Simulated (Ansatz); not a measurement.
# CH3SSbSe, SMILES [Se]=C[S][SbH2]: vertical spin-state energies

Computed with Ansatz 0.2.0 through its Python package.

The script reads `ch3ssbse.xyz`:
```text
7

Se    0.03090    0.94940   -2.60680
C    -0.78760    0.62310   -0.54960
S    -1.20270    0.70070    1.18310
Sb    0.86660   -0.63440    1.80370
H    -1.17450   -0.18810   -1.17510
H     0.45670   -1.81190    0.54500
H     1.87180    0.29320    0.75410
```

At the Python prompt:
```pycon
>>> from dataclasses import dataclass
>>> import ansatz as az
>>> @dataclass(frozen=True)
... class Options:
...     basis_set: str = "def2-TZVP"
...     xc: str = "pbe0"
...
>>> cfg = Options()
>>> geometry = az.Crystal.molecule_from_extxyz("ch3ssbse.xyz")
>>> calc = (
...     geometry.calculation()
...     .basis(gaussian=cfg.basis_set)
...     .functional(cfg.xc)
... )
>>> found = {}
>>> for unpaired in [0, 2]:
...     summary = calc.spin("collinear", total=unpaired).run(threads=1).report
...     s = unpaired / 2
...     found[unpaired] = summary["free_energy_ev"]
...     print(f"2S+1 = {unpaired + 1}: E = {found[unpaired]:.5f} eV, <S^2> = {abs(summary['mean_field']['state']['spin_squared']):.3f} (pure state {s * (s + 1):.2f})")
...
2S+1 = 1: E = -83792.71314 eV, <S^2> = 0.407 (pure state 0.00)
2S+1 = 3: E = -83792.49168 eV, <S^2> = 2.022 (pure state 2.00)
>>> lowest = min(found, key=found.get)
>>> for unpaired, e in found.items():
...     print(f"multiplicity {unpaired + 1}: {96.485332 * (e - found[lowest]):.1f} kJ/mol above the lowest")
...
multiplicity 1: 0.0 kJ/mol above the lowest
multiplicity 3: 21.4 kJ/mol above the lowest
```

In order: multiplicity 1 (+0.00 eV) and multiplicity 3 (+0.22 eV), all at the one geometry.

Caveats:
- These settings explore the input space; basis and method may be short of convergence.
- The geometry is a force-field or estimated start, not a minimum of this method, and the basis set is short of its limit. All parts are taken at fixed geometry, without zero-point energy.
- def2 sets replace the cores of elements past krypton by effective core potentials.
- The expectation value of S² is noticeably off S(S+1) in at least one run, so that state is spin-contaminated.
- Spin-orbit coupling, which mixes and shifts the spin states of heavy atoms, is left out.
- The whole script took 2.5 min on 1 thread of Arm Neoverse V1, with other jobs on the host, peak memory 1 GiB.
